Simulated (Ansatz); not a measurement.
**Titanium tetrachloride (TiCl4): basis-set convergence**

Aim: see how fast density functionals converge with the basis set for titanium tetrachloride (TiCl4).

Computed with Ansatz 0.2.0, Gaussian basis. Level: one geometry, several basis sets.

Levels to be run: PBE0-D4/def2-SVP; ωB97M-V/def2-SVP; PBE0-D4/def2-QZVPP; ωB97M-V/def2-QZVPP; the functionals' def2-TZVPP values are taken from earlier runs.

### 1 Structure used throughout

The geometry comes from an earlier relaxation with PBE0-D4 in a triple-zeta def2 set; it is a stationary point.

SMILES `[Cl][Ti]([Cl])([Cl])[Cl]`, 5 atoms, charge 0, spin multiplicity 1.

Atoms are counted from 1 here; the program's logs count them from 0.

Bond lengths: Cl1–Ti2 2.162 Å, Ti2–Cl3 2.162 Å, Ti2–Cl4 2.162 Å, Ti2–Cl5 2.162 Å. Angles: Cl1–Ti2–Cl3 109.5°, Cl1–Ti2–Cl4 109.5°, Cl1–Ti2–Cl5 109.5°, Cl3–Ti2–Cl4 109.5°, Cl3–Ti2–Cl5 109.5°, Cl4–Ti2–Cl5 109.5°.

### 2 PBE0-D4 in def2-SVP

Contents of in.yaml:

```yaml
crystal:
  periodic: [false, false, false]
  atoms:
    - {symbol: Cl, position_ang: [-1.013703, -0.083939, 1.894766]}
    - {symbol: Ti, position_ang: [0.009908, -0.014696, -0.008240]}
    - {symbol: Cl, position_ang: [1.760436, -1.280980, 0.068623]}
    - {symbol: Cl, position_ang: [-1.316568, -0.713055, -1.565990]}
    - {symbol: Cl, position_ang: [0.609727, 2.018969, -0.430559]}
basis:
  gaussian: {orbitals: def2-SVP}
hamiltonian: {xc: pbe0, dispersion: d4}
output: {orbitals: {seedname: orbitals}}
```

Command:

```bash
> ansatz run in.yaml --threads 4 --pin off --events-out ev --progress --plain --max-ram 10444MiB
```

Further steps of the session: ωB97M-V in def2-SVP; PBE0-D4 in def2-QZVPP; ωB97M-V in def2-QZVPP.

Q: Predict the results of all the runs planned. Wanted: PBE0-D4: double and triple zeta above quadruple; ωB97M-V: double and triple zeta above quadruple.

As calculated:

| quantity | value |
| --- | --- |
| PBE0-D4: double and triple zeta above quadruple | 22.34, 1.91 eV |
| ωB97M-V: double and triple zeta above quadruple | 22.00, 1.81 eV |

In words: For PBE0-D4 the step from double to triple zeta gains 20.43 eV and the next only 1.91 eV. Total energies overstate the basis error of differences, where much of it tends to cancel.
